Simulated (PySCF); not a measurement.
# H6O3Pb (Pb(H2O)32+): the cost of one run

Program: PySCF 2.14.0. Level of theory: PBE0, Pb def2-SVP with ECP60, O def2-SVP, H def2-SVP; scalar-relativistic core potentials, no spin–orbit coupling. These are calculated values, not measurements.

1 further run of the same task is left out (for a known fault of the program).

## (1) Where the work starts

10 atoms, charge 2, spin multiplicity 1.

Bond lengths: Pb1–O2 2.463 Å, Pb1–O5 2.463 Å, Pb1–O8 2.463 Å, O2–H3 0.973 Å, O2–H4 0.973 Å, O5–H6 0.973 Å, O5–H7 0.973 Å, O8–H9 0.973 Å, O8–H10 0.973 Å. Angles: O2–Pb1–O5 120.0°, O2–Pb1–O8 120.0°, O5–Pb1–O8 120.0°, Pb1–O2–H3 127.5°, Pb1–O2–H4 127.5°, H3–O2–H4 105.0°, Pb1–O5–H6 127.5°, Pb1–O5–H7 127.5°, H6–O5–H7 105.0°, Pb1–O8–H9 127.5°, Pb1–O8–H10 127.5°, H9–O8–H10 105.0°.

Geometry (Å):

```xyz
10

Pb    0.0000    0.0000    0.0000
O     2.4628    0.0000    0.0000
H     3.0553    0.6475    0.4211
H     3.0553   -0.6474   -0.4211
O    -1.2314    2.1329    0.0000
H    -2.0884    2.3222    0.4211
H    -0.9670    2.9697   -0.4211
O    -1.2314   -2.1329    0.0000
H    -0.9669   -2.9697    0.4211
H    -2.0883   -2.3223   -0.4211
```

Formal oxidation states: Pb +2. An earlier session relaxed this geometry at PBE0, Pb def2-SVP with ECP60, O def2-SVP, H def2-SVP (singlet, point group D3).

Its energy there is -421.156212 Eh.

## (2) One electron removed, multiplicity 2

Input file run.py (the lines that set the calculation):

```python
mol = gto.M(atom='''
Pb     0.00000     0.00000     0.00000
O      2.46283     0.00002     0.00000
H      3.05530     0.64747     0.42114
H      3.05531    -0.64742    -0.42114
O     -1.23143     2.13286     0.00000
H     -2.08838     2.32223     0.42114
H     -0.96697     2.96968    -0.42114
O     -1.23140    -2.13289     0.00000
H     -0.96692    -2.96970     0.42114
H     -2.08834    -2.32227    -0.42114''',
    basis={'Pb': 'def2-SVP', 'O': 'def2-SVP', 'H': 'def2-SVP'},
    ecp={'Pb': 'def2-SVP'},
    charge=3, spin=1)
mf = dft.UKS(mol, xc='PBE0')
mf.grids.atom_grid = (50, 194)
mf = mf.density_fit()  # fitting sets: Pb def2-universal-JKFIT, O def2-universal-JKFIT, H def2-universal-JKFIT
mf.conv_tol = 1e-08; mf.max_cycle = 55
mf.kernel(dm0)  # dm0: the density of the relaxed state
```

Command:

```
$ OMP_NUM_THREADS=2 python run.py
```

**Question.** How long does this run take on 2 threads of Arm Neoverse V1, shared host?

About 6.3 s.
